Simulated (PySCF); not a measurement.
# C₄H₉BNO−: electronic excitations

Wanted: the electronic excitations of C₄H₉BNO− (`C=C(C)[BH2-]NC=O`), by calculation.

The runs use PySCF 2.14.0, with density-fitted response routines of our own; the level of theory stands in each step. All values are computed, except where a source is named. Atoms count from 0, in the outputs and in this text.

## (1) The starting structure

16 atoms, charge -1, multiplicity 1; geometry from: GFN2-xTB.

Bonds of the start (Å): C0–C1 1.33, C1–C2 1.51, C1–B3 1.63, B3–N4 1.56, N4–C5 1.31, C5–O6 1.22, C0–H7 1.09, C0–H8 1.08, C2–H9 1.09, C2–H10 1.09, C2–H11 1.10, B3–H12 1.20, B3–H13 1.22, N4–H14 1.01, C5–H15 1.14.

## (2) TDDFT and polarisability: CAM-B3LYP/def2-SVPD

Job settings and geometry (Å):

```
{"job": {"kind": "uv", "xc": "CAM-B3LYP", "basis": "def2-SVPD", "nstates": 8, "ntriplets": 3}, "charge": -1, "multiplicity": 1}
C     -0.692467     1.523808    -0.405176
C     -0.904067     0.254226    -0.083585
C     -2.327773    -0.237022    -0.018319
B      0.235027    -0.857606     0.244880
N      1.609699    -0.142883     0.433776
C      2.780940    -0.341310    -0.126250
O      3.124131    -1.180750    -0.944626
H     -1.495390     2.227285    -0.627775
H      0.302790     1.936692    -0.485816
H     -2.458476    -1.074169    -0.704350
H     -2.548302    -0.605076     0.984601
H     -3.053536     0.542902    -0.272004
H      0.309053    -1.655009    -0.645493
H     -0.029191    -1.398346     1.305225
H      1.573406     0.622076     1.090810
H      3.566559     0.394128     0.242691
```

Level: TDDFT CAM-B3LYP/def2-SVPD, vertical, gas phase, core orbitals frozen in the response.

Predict these results of the whole session: lowest singlet (CAM-B3LYP/def2-SVPD); brightest single state of those computed; lowest triplet.

The runs gave:

| quantity | value |
| --- | --- |
| lowest singlet (CAM-B3LYP/def2-SVPD) | 5.38 eV (230 nm), f = 0.005 |
| brightest single state of those computed | state 6, 6.30 eV, f = 0.046 |
| lowest triplet | 4.48 eV |

What this shows: The first singlet state (HOMO→LUMO 0.77, HOMO→LUMO+1 0.13) lies at 5.38 eV and is weak; of the 8 states computed, the strongest absorption comes from state 6 at 6.30 eV. The lowest triplet lies 0.90 eV below the lowest singlet (triplets in Tamm-Dancoff, singlets in full TDDFT). The lowest singlet lies above −ε(HOMO); no detachment energy was computed, so the anion's states may not be bound.
